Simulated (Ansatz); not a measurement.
Working through a convergence test of the plane-wave cutoff of CsO2, space group I4/mmm

Computed with Ansatz 0.2.0 through its Python package.

Notebook, run cell by cell (the value of a cell's last expression is shown):

**Cell 1**
```python
import warnings

import ansatz as az
from tabulate import tabulate
```

**Cell 2**
```python
KMESH = (10, 10, 10)
FILLING = "fermi_dirac"
WIDTH_EV = 0.1
```

**Cell 3**
```python
warnings.simplefilter("ignore", az.DeckWarning)
```

**Cell 4**
```python
cso2 = (
    az.Lattice.of((-2.2385, 2.2385, 3.675), (2.2385, -2.2385, 3.675), (2.2385, 2.2385, -3.675))
    .atom("Cs", (0.0, 0.0, 0.0))
    .atom("O", (0.4189, 0.4189, 0.0))
    .atom("O", (0.5811, 0.5811, 0.0))
)
```

**Cell 5**
```python
[site.symbol for site in cso2.resolved().sites]
```
Output:
```text
['Cs', 'O', 'O']
```

**Cell 6**
```python
calculation = cso2.calculation()
calculation = calculation.functional(az.Functional.R2SCAN)
calculation = calculation.kpoints(*KMESH)
calculation = calculation.occupations(FILLING, width=WIDTH_EV)

rows = []
for value in [250, 350, 450, 550]:
    data = calculation.basis(value).run().report
    rows.append((value, data["free_energy_ev"] / len(data["lattice"]["sites"]), data["n_iterations"], data["n_pw"]))
```

**Cell 7**
```python
print(tabulate(rows, headers=["cutoff (eV)", "F/atom (eV)", "iterations", "plane waves"], floatfmt=".4f", tablefmt="plain"))
```
Output:
```text
  cutoff (eV)    F/atom (eV)    iterations    plane waves
          250     -2272.0404             7            641
          350     -2273.2405             6           1095
          450     -2273.2977             6           1621
          550     -2273.3001             6           2119
```

**Cell 8**
```python
# differences from the last row
for row in rows[:-1]:
    shift = 1000 * (row[1] - rows[-1][1])
    print(f"{row[0]}: {shift:+.2f} meV/atom" + ("  (within 2 meV)" if abs(shift) < 2 else ""))
```
Output:
```text
250: +1259.75 meV/atom
350: +59.60 meV/atom
450: +2.41 meV/atom
```

Reading the output:
- The cell holds an odd number of electrons and is run without spin, so a magnetic state may lie lower.
- The starting cell is as deposited in a crystallographic database; the results hold for this polymorph, which needn't be the stable one.
- Shifts are counted from the last row, which is itself no proven limit.
- The script silences the warnings on its input, which a real study should read.
- Hardware and time: 27 s on 1 thread of Intel(R) Xeon(R) Processor @ 2.30GHz, with other jobs on the host, peak memory 0.81 GiB.
